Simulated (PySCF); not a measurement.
# One shape, several levels: ZrH2SeOF2 (SMILES [OH][Zr]([F])([F])[SeH])

Aim: a comparison of 3 runs (HF/def2-SVP, PBE/STO-3G, PBE0/def2-SVP) of ZrH2SeOF2. Input form: a Python script.

The calculation is run with PySCF 2.14.0.

## (1) Starting point

ZrH2SeOF2: 7 atoms, total charge 0, spin state singlet. As SMILES, `[OH][Zr]([F])([F])[SeH]`. Geometry: relaxed at PBE0-D4/def2-TZVP. This is one conformer, not always the lowest.

Bond lengths: O1–Zr2 1.894 Å, Zr2–F3 1.899 Å, Zr2–F4 1.899 Å, Zr2–Se5 2.596 Å, O1–H6 0.954 Å, Se5–H7 1.472 Å. Angles: O1–Zr2–F3 111.4°, O1–Zr2–F4 111.5°, O1–Zr2–Se5 107.6°, F3–Zr2–F4 107.0°, F3–Zr2–Se5 109.7°, F4–Zr2–Se5 109.6°, Zr2–O1–H6 168.4°, Zr2–Se5–H7 88.2°.

## (2) Energy and forces at HF/def2-SVP (core potential) (run 1)

calc.py

```python
from pyscf import gto, scf

molecule = gto.M(
    atom='''
O     -2.143705     0.724899     1.724942
Zr     0.305380    -1.237393     0.002079
F      2.535257    -2.860478     2.296773
F     -1.227377    -3.811011    -1.972874
Se     2.845550     1.785035    -2.911312
H     -3.469159     1.396130     2.744827
H      1.269707     3.874505    -1.970984
''',
    unit='bohr',
    ecp={'Zr': 'def2-svp'},
    charge=0,
    verbose=4,
    basis='def2-svp',
    max_memory=1860,
)

calc0 = scf.RHF(molecule)
calc0.conv_tol = 1e-10
calc0.kernel()
if not calc0.converged:
    calc0 = calc0.newton().run(calc0.mo_coeff, calc0.mo_occ)

e_tot = calc0.e_tot
print('E = %.10f Eh' % e_tot)
grad = calc0.nuc_grad_method().kernel()
calc0.analyze()
```

Command:

```console
OMP_NUM_THREADS=1 python calc.py
```

Standard output:

```text
PySCF version 2.14.0

[... 98 lines left out ...]
MO #10  energy= -6.62668632708762  occ= 2
[... 20 lines left out ...]
MO #31  energy= -0.637353582205377 occ= 2
[... 20 lines left out ...]
MO #52  energy= 0.348672461102736  occ= 0
[... 20 lines left out ...]
MO #73  energy= 1.17048441914403   occ= 0
[... 20 lines left out ...]
MO #94  energy= 2.59817294299108   occ= 0
[... 20 lines left out ...]
MO #115 energy= 33.5685236280437   occ= 0
[... 125 lines left out ...]
Dipole moment(X, Y, Z, Debye): -2.61763,  1.69906,  1.93424
```

Wall time 49 s (1 thread of Intel Xeon at 2.50GHz (Skylake/Cascade Lake), shared host); peak memory 0.29 GiB.

## (3) Energy and gradient at PBE/STO-3G (run 2)

run.py

```python
# [OH][Zr]([F])([F])[SeH]
import pyscf.grad
from pyscf import gto, dft

mol = gto.M(
    atom=[
    ('O', (-1.134400, 0.383600, 0.912800)),
    ('Zr', (0.161600, -0.654800, 0.001100)),
    ('F', (1.341600, -1.513700, 1.215400)),
    ('F', (-0.649500, -2.016700, -1.044000)),
    ('Se', (1.505800, 0.944600, -1.540600)),
    ('H', (-1.835800, 0.738800, 1.452500)),
    ('H', (0.671900, 2.050300, -1.043000)),
],
    basis='sto-3g',
    verbose=4,
    max_memory=1860,
)

mf = dft.RKS(mol)
mf.xc = 'pbe'
mf.conv_tol = 1e-10
mf.grids.level = 5
mf.kernel()
if not mf.converged:
    mf = mf.newton().run(mf.mo_coeff, mf.mo_occ)

e_tot = mf.e_tot
print(f'total energy: {e_tot:.8f} hartree')
grad = mf.Gradients().kernel()
mf.analyze()
```

Command:

```console
OMP_NUM_THREADS=1 python run.py
```

Standard output:

```text
PySCF version 2.14.0

[... 108 lines left out ...]
MO #2   energy= -446.773308010012  occ= 2
[... 11 lines left out ...]
MO #14  energy= -13.4740328318295  occ= 2
[... 11 lines left out ...]
MO #26  energy= -4.81414001646475  occ= 2
[... 11 lines left out ...]
MO #38  energy= -0.832654280800168 occ= 2
[... 11 lines left out ...]
MO #50  energy= -0.127507823599099 occ= 2
[... 11 lines left out ...]
MO #62  energy= 0.701095272933395  occ= 0
[... 72 lines left out ...]
Dipole moment(X, Y, Z, Debye): -2.92605,  0.00085,  2.58513
```

Wall time 55 s (1 thread of Intel Xeon at 2.50GHz (Skylake/Cascade Lake), shared host); peak memory 0.62 GiB.

## (4) Energy and gradient at PBE0/def2-SVP (core potential) (run 3)

calc.py

```python
from pyscf import gto, dft

mol = gto.M(
    atom='''
O     -1.134400     0.383600     0.912800
Zr     0.161600    -0.654800     0.001100
F      1.341600    -1.513700     1.215400
F     -0.649500    -2.016700    -1.044000
Se     1.505800     0.944600    -1.540600
H     -1.835800     0.738800     1.452500
H      0.671900     2.050300    -1.043000
''',
    ecp={'Zr': 'def2-svp'},
    max_memory=1860,
    verbose=4,
    basis='def2-svp',
    charge=0,
    spin=0,
)

mf = dft.RKS(mol, xc='pbe0')
mf.grids.level = 5
mf.conv_tol = 1e-10
mf.kernel()
if not mf.converged:
    mf = mf.newton().run(mf.mo_coeff, mf.mo_occ)

e_final = mf.e_tot
print('Final energy', e_final)
grad = mf.nuc_grad_method().kernel()
mf.analyze()
```

Command:

```console
OMP_NUM_THREADS=1 python calc.py
```

Standard output:

```text
PySCF version 2.14.0

[... 114 lines left out ...]
MO #10  energy= -5.81054676104467  occ= 2
[... 20 lines left out ...]
MO #31  energy= -0.43607613923153  occ= 2
[... 20 lines left out ...]
MO #52  energy= 0.234482084490227  occ= 0
[... 20 lines left out ...]
MO #73  energy= 0.974120498569206  occ= 0
[... 20 lines left out ...]
MO #94  energy= 2.27996022432476   occ= 0
[... 20 lines left out ...]
MO #115 energy= 33.3445402308195   occ= 0
[... 125 lines left out ...]
Dipole moment(X, Y, Z, Debye): -2.49421,  1.64197,  1.83771
```

It took 2 min on 1 thread of Intel Xeon at 2.50GHz (Skylake/Cascade Lake), shared host; peak memory 1.2 GiB.

## (5) All runs side by side

```csv
run,level,core potential,integration grid,energy (Eh),dipole moment (D),HOMO energy (eV),LUMO energy (eV),wall time
1,HF/def2-SVP (core potential),def2-svp,–,-2721.045435,3.67,-9.79,1.51,49 s
2,PBE/STO-3G,–,5,-6150.944522,3.90,-2.36,3.11,55 s
3,PBE0/def2-SVP (core potential),def2-svp,5,-2723.929685,3.51,-7.20,-1.30,2 min
```

## (6) Results

| quantity | value |
| --- | --- |
| run 3: total energy | -2723.92969 Eh |
| run 3: dipole moment | 3.51 D |
| run 3: HOMO energy | -7.20 eV |
| run 3: LUMO energy | -1.30 eV |
| run 3: HOMO–LUMO gap | 5.90 eV |
| run 3: largest force on an atom | 0.239 eV/Å |

**Reading.** The dipole moment (its size) runs from 3.51 D (PBE0/def2-SVP) to 3.90 D (PBE/STO-3G). The two ends differ in method and basis and core potential. The HOMO–LUMO gap runs from 5.47 eV (PBE/STO-3G) to 11.30 eV (HF/def2-SVP). Totals of different functionals can't be ranked against each other. Some runs of one species differ in core potentials or relativity; totals across that change don't compare. In run 2 the basis is minimal, so the values are rough. In run 2 relativity is left out where basis or elements ask for it. All runs together took 3.7 min, the longest 2 min.
